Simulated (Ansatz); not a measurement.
# C₅H₂BClF₆O₃: basis-set convergence

Aim: see how fast density functionals converge with the basis set for C₅H₂BClF₆O₃.

Method: one geometry, several basis sets; program: Ansatz 0.2.0, Gaussian basis.

The runs, in order: PBE0-D4/def2-SVP; ωB97M-V/def2-SVP; PBE0-D4/def2-QZVPP; ωB97M-V/def2-QZVPP; the functionals' def2-TZVPP values are taken from earlier runs.

### Step 1. The relaxed structure

The geometry comes from an earlier relaxation with PBE0-D4/def2-TZVP; it is a stationary point, not always the lowest conformer.

SMILES `O[B-]1(Cl)OC(C(F)(F)F)=CC(C(F)(F)F)=[O+]1`, 18 atoms, charge 0, spin multiplicity 1.

Atoms are counted from 1 here; the program's logs count them from 0.

Bond lengths: O1–B2 1.375 Å, O1–H17 0.957 Å, B2–Cl3 1.835 Å, B2–O4 1.534 Å, B2–O16 1.534 Å, O4–C5 1.263 Å, C5–C6 1.529 Å, C5–C10 1.383 Å, C6–F7 1.326 Å, C6–F8 1.331 Å, C6–F9 1.328 Å, C10–C11 1.383 Å, C10–H18 1.076 Å, C11–C12 1.529 Å, C11–O16 1.263 Å, C12–F13 1.326 Å, C12–F14 1.331 Å, C12–F15 1.328 Å. Angles: B2–O1–H17 113.3°, O1–B2–Cl3 117.6°, O1–B2–O4 109.6°, O1–B2–O16 109.6°, Cl3–B2–O4 106.8°, Cl3–B2–O16 106.8°, O4–B2–O16 105.6°, B2–O4–C5 122.4°, O4–C5–C6 113.8°, O4–C5–C10 124.6°, C6–C5–C10 121.5°, C5–C6–F7 110.0°, C5–C6–F8 111.0°, C5–C6–F9 109.9°, F7–C6–F8 108.5°, F7–C6–F9 108.8°, F8–C6–F9 108.5°, C5–C10–C11 115.3° and more.

Coordinates:

```xyz
18

O     1.0179   -0.4145    2.7894
B     0.0814   -0.5370    1.7903
Cl   -1.4820   -1.4098    2.1921
O    -0.3064    0.8547    1.2741
C    -0.5115    1.0908    0.0500
C    -1.0583    2.4921   -0.2259
F    -2.1954    2.6735    0.4313
F    -1.2879    2.6668   -1.5250
F    -0.1815    3.4056    0.1739
C    -0.2298    0.2095   -0.9780
C     0.4513   -0.9349   -0.6046
C     1.0275   -1.8971   -1.6442
F     0.5632   -3.1216   -1.4371
F     0.6955   -1.5214   -2.8769
F     2.3521   -1.9197   -1.5527
O     0.7002   -1.2644    0.5895
H     0.7446   -0.8140    3.6150
H    -0.4185    0.4530   -2.0093
```

### Step 2. PBE0-D4 in def2-SVP

in.yaml

```yaml
crystal:
  periodic: [false, false, false]
  atoms:
    - {symbol: O, position_ang: [1.017933, -0.414519, 2.789407]}
    - {symbol: B, position_ang: [0.081378, -0.536980, 1.790291]}
    - {symbol: Cl, position_ang: [-1.482003, -1.409842, 2.192102]}
    - {symbol: O, position_ang: [-0.306413, 0.854665, 1.274137]}
    - {symbol: C, position_ang: [-0.511537, 1.090786, 0.049965]}
    - {symbol: C, position_ang: [-1.058283, 2.492071, -0.225915]}
    - {symbol: F, position_ang: [-2.195417, 2.673538, 0.431329]}
    - {symbol: F, position_ang: [-1.287924, 2.666843, -1.525037]}
    - {symbol: F, position_ang: [-0.181473, 3.405616, 0.173919]}
    - {symbol: C, position_ang: [-0.229775, 0.209467, -0.977975]}
    - {symbol: C, position_ang: [0.451267, -0.934915, -0.604567]}
    - {symbol: C, position_ang: [1.027492, -1.897095, -1.644187]}
    - {symbol: F, position_ang: [0.563185, -3.121571, -1.437146]}
    - {symbol: F, position_ang: [0.695507, -1.521406, -2.876913]}
    - {symbol: F, position_ang: [2.352075, -1.919651, -1.552686]}
    - {symbol: O, position_ang: [0.700186, -1.264407, 0.589513]}
    - {symbol: H, position_ang: [0.744614, -0.813997, 3.615005]}
    - {symbol: H, position_ang: [-0.418512, 0.452995, -2.009338]}
basis:
  gaussian: {orbitals: def2-SVP}
hamiltonian: {xc: pbe0, dispersion: d4}
output: {orbitals: {seedname: orbitals}}
```

On the command line:

```bash
> ansatz run in.yaml --threads 10 --pin off --events-out ev --progress --plain --max-ram 110592MiB --backend cpu
```

After this run come: ωB97M-V in def2-SVP; PBE0-D4 in def2-QZVPP; ωB97M-V in def2-QZVPP.

Before running them: what should the planned runs give, taken together? Wanted: PBE0-D4: double and triple zeta above quadruple; ωB97M-V: double and triple zeta above quadruple.

**Answer**, as computed:

| quantity | value |
| --- | --- |
| PBE0-D4: double and triple zeta above quadruple | 39.25, 1.77 eV |
| ωB97M-V: double and triple zeta above quadruple | 39.72, 1.65 eV |

What this shows: PBE0-D4 gains 37.48 eV from double to triple zeta, then 1.77 eV more. Total energies overstate the basis error of differences, where much of it tends to cancel.
